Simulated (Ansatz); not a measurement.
**The cluster Si2F3−: geometry, orbitals and charge**

What does the cluster Si2F3− look like as a singlet, and where do its frontier electrons sit?

The runs use Ansatz 0.2.0, Gaussian basis; RKS PBE0-D4/def2-TZVPD.

The runs, in order: relaxation at PBE-D4/def2-SVPD; a single point at PBE0-D4/def2-TZVPD; harmonic vibrations at PBE-D4/def2-SVPD.

3 further runs of the same task are left out: 3 set aside as unsound or not needed. Runs told in other sessions of the task aren't counted.

### 1 The starting structure

5 atoms, charge -1, spin multiplicity 1.

Atoms are counted from 1 here; the program's logs count them from 0.

Bond lengths: Si1–Si2 2.336 Å, Si1–F3 1.829 Å, Si1–F5 1.806 Å, Si2–F4 1.650 Å. Angles: Si2–Si1–F3 139.7°, Si2–Si1–F5 135.1°, F3–Si1–F5 84.8°, Si1–Si2–F4 158.8°.

As a file:

```csv
atom,x (Å),y (Å),z (Å)
Si1,2.03040,0.46580,-1.05610
Si2,0.00000,0.00000,0.00000
F3,2.67430,1.39310,-2.49570
F4,-1.52800,0.24460,0.57210
F5,3.77160,0.20820,-0.65030
```

The ion is computed in the gas phase, without counter-ions or solvent.

The start is a random packing geometry.

### 2 Optimising with PBE-D4/def2-SVPD

Contents of in.yaml:

```yaml
crystal:
  periodic: [false, false, false]
  atoms:
    - {symbol: Si, position_ang: [2.030400, 0.465800, -1.056100]}
    - {symbol: Si, position_ang: [0.000000, 0.000000, 0.000000]}
    - {symbol: F, position_ang: [2.674300, 1.393100, -2.495700]}
    - {symbol: F, position_ang: [-1.528000, 0.244600, 0.572100]}
    - {symbol: F, position_ang: [3.771600, 0.208200, -0.650300]}
basis:
  gaussian: {orbitals: def2-SVPD}
total_charge: -1
hamiltonian: {xc: pbe, dispersion: d4}
scf: {lower_state_search: "off"}
output: {orbitals: {seedname: orbitals}}
relax: {f_tol: 0.02, max_steps: 100}
```

The run is started by

```sh
$ ansatz run in.yaml --threads 4 --pin off --events-out ev --progress --plain --max-ram 4787MiB
```

Further steps of the session: Single point, PBE0-D4/def2-TZVPD; Vibrations by finite differences.

Before running them: what should the planned runs give, taken together? Wanted: point group; commonest bond; HOMO, LUMO at PBE0-D4/def2-TZVPD; lowest, highest wavenumber.

As calculated:

| quantity | value |
| --- | --- |
| point group | Cs |
| commonest bond | F–Si, 3 of mean length 1.717 Å |
| HOMO, LUMO at PBE0-D4/def2-TZVPD | -0.36, 3.00 eV |
| lowest, highest wavenumber | 74, 752 cm⁻¹ |

**Reading.** The molecule keeps its bonding pattern by the stored test; the atoms moved 0.59 Å (rms), and the angle Si1–Si2–F4 went from 159° to 101°. All wavenumbers are real: a minimum at this level. Whether this spin is the lowest isn't tested here.

The anion's highest level is positive in at least one run, so there the basis alone may hold the extra electron.
